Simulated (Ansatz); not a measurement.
# ZnPb2N2: the cost of one run

Computed with Ansatz 0.2.0 (DFT PBE, scalar-relativistic, plane waves, PAW, unless a step's input says otherwise).

A COD entry behind a cell of this session may itself be a prediction, so a difference from it is no test against experiment.

## (1) The system as given

The structure is tetragonal, space group I4/mmm (No. 139). The conventional cell has a = 4.465 Å, b = 4.465 Å, c = 10.831 Å, α = 90.00°, β = 90.00°, γ = 90.00°. Zn (site symmetry 4/mmm) has 8 Pb at 3.45 Å and 8 N at 3.51 Å as nearest neighbours. Pb (site symmetry 4mm) is surrounded by 4 N at 2.59 Å and 1 Pb at 2.79 Å. N (site symmetry -4m2) is surrounded by 4 Pb at 2.59 Å and 4 Zn at 3.51 Å.

As a file:

```
Zn Pb N
1.0
    -2.23244    2.23244    5.41564
     2.23244   -2.23244    5.41564
     2.23244    2.23244   -5.41564
Zn Pb N
1 2 2
Direct
  0.00000 0.00000 0.00000
  0.37110 0.37110 0.00000
  0.62890 0.62890 0.00000
  0.25000 0.75000 0.50000
  0.75000 0.25000 0.50000
```

This is candidate A: CaSi2Ni2 type (I4/mmm, No. 139).

(A quick probe on a coarse mesh, which set the mesh and smearing, is not shown.)

## (3) Rough relaxation on the coarse mesh (candidate A)

Input file input.yaml:

```yaml
crystal:
  lattice:
    - [-2.2324403819, 2.2324403819, 5.4156416789]
    - [2.2324403819, -2.2324403819, 5.4156416789]
    - [2.2324403819, 2.2324403819, -5.4156416789]
  atoms:
    - { symbol: Zn, position: [0.0, 0.0, 0.0] }
    - { symbol: Pb, position: [0.3711, 0.3711, 0.0] }
    - { symbol: Pb, position: [0.6289, 0.6289, 0.0] }
    - { symbol: "N", position: [0.25, 0.75, 0.5] }
    - { symbol: "N", position: [0.75, 0.25, 0.5] }
basis:
  ecutwfc: 420
kpoints:
  mp_grid: { grid: [6, 6, 6] }
hamiltonian:
  xc: pbe
scf:
  occupations: { method: gaussian, width: 0.1 }
  lower_state_search: "off"
output:
  forces: true
  stress: true
  eigenvalues: true
relax:
  adjacent_minimum: "off"
  f_tol: 0.04
  max_steps: 70
  cell: { stress_tol: 0.4 }
```

On the command line:

```
ansatz run input.yaml --threads 1 --pin off --max-ram 2560MiB --backend cpu --events-out ev --progress --plain --runs-dir out
```

**Question.** How long does this run take on 1 thread of Intel Xeon Platinum 8375C at 2.90GHz (Ice Lake), shared host, and how much memory does it need?

About 32 s, with a peak of 0.5 GiB.
